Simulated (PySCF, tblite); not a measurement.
**C7H13BO: geometry, infrared bands and NMR shifts**

Wanted: the infrared bands and NMR shifts of C7H13BO (`C#CCC[C@H](C)BOC`), by calculation.

Computed with tblite 0.8.0 and PySCF 2.14.0, with density-fitted response routines of our own, on a single molecule in the gas phase. Atoms are numbered from 0 throughout.

## (1) The starting structure

22 atoms, charge 0, multiplicity 1; geometry from: force field or distance geometry start.

Bonds of the start (Å): C0–C1 1.23, C1–C2 1.46, C2–C3 1.49, C3–C4 1.48, C4–C5 1.51, C4–B6 1.59, B6–O7 1.47, O7–C8 1.37, C0–H9 1.05, C2–H10 1.11, C2–H11 1.09, C3–H12 1.12, C3–H13 1.13, C4–H14 1.12, C5–H15 1.11, C5–H16 1.10, C5–H17 1.09, B6–H18 1.19, C8–H19 1.12, C8–H20 1.12, C8–H21 1.08.

## (2) Relaxing the molecule with GFN2-xTB

The job: settings as JSON, then the geometry in Å.

```
{"job": {"kind": "relax", "xc": "GFN2-xTB", "basis": "xTB"}, "charge": 0, "multiplicity": 1}
C      4.177200     0.683800     1.254900
C      3.155500     0.687400     0.570400
C      1.946100     0.651000    -0.248100
C      0.982800    -0.255400     0.444900
C     -0.341000    -0.463900    -0.183600
C     -0.321500    -1.041900    -1.579300
B     -1.278500     0.819400    -0.201700
O     -2.730200     0.613400    -0.300300
C     -3.284400    -0.015500     0.787400
H      5.044700     0.676300     1.853100
H      1.542600     1.676600    -0.348600
H      2.261000     0.317800    -1.242500
H      1.444600    -1.241700     0.695600
H      0.783700     0.226800     1.447800
H     -0.884500    -1.218000     0.439500
H     -1.095600    -0.477300    -2.140600
H     -0.674100    -2.087800    -1.535700
H      0.653300    -1.042400    -2.065300
H     -0.882600     1.724900    -0.872700
H     -4.157100    -0.605400     0.397200
H     -3.690600     0.724700     1.517200
H     -2.661900    -0.734300     1.309500
```

Started as:

```console
OMP_NUM_THREADS=1 python probes_run.py task.json out
```

This one command runs all jobs of the session in turn.

**Question.** This job is followed by: GFN2-xTB harmonic vibrations, gas phase; GIAO PBE0/pcSseg-1 NMR shielding, non-relativistic, gas phase. Predict these results of the whole session: strongest single infrared mode (GFN2-xTB); zero-point energy (GFN2-xTB); 13C shifts against TMS (PBE0/pcSseg-1); 1H shifts against TMS (PBE0/pcSseg-1, means over atoms taken as alike); 11B shifts against BF3·OEt2 (PBE0/pcSseg-1); 17O shifts against H2O (PBE0/pcSseg-1).

The runs gave:

| quantity | value |
| --- | --- |
| strongest single infrared mode (GFN2-xTB) | 2590 cm⁻¹, 154 km/mol |
| zero-point energy (GFN2-xTB) | 115.4 kcal/mol |
| 13C shifts against TMS (PBE0/pcSseg-1) | 90.0, 74.6, 56.3, 38.3, 24.9, 19.3, 18.7 ppm |
| 1H shifts against TMS (PBE0/pcSseg-1, means over atoms taken as alike) | 5.13, 4.15, 2.50, 2.14, 1.68, 1.63, 1.35, 1.27, 1.19 ppm |
| 11B shifts against BF3·OEt2 (PBE0/pcSseg-1) | 50.6 ppm |
| 17O shifts against H2O (PBE0/pcSseg-1) | 187.8 ppm |

The optimisation took 236 steps and gained 1.406 eV; among the close pairs (by a distance rule), B6–O7 changed most, from 1.470 to 1.327 Å. No mode is imaginary among the 60: a minimum at this level. The strongest single mode, at 2590 cm⁻¹, moves mainly H18. Unscaled tight-binding wavenumbers are off by several per cent, some by more. Its intensities can rank the bands wrongly. At PBE0/pcSseg-1: The largest span, 425 ppm, is at O7, where the paramagnetic term is -242 ppm.
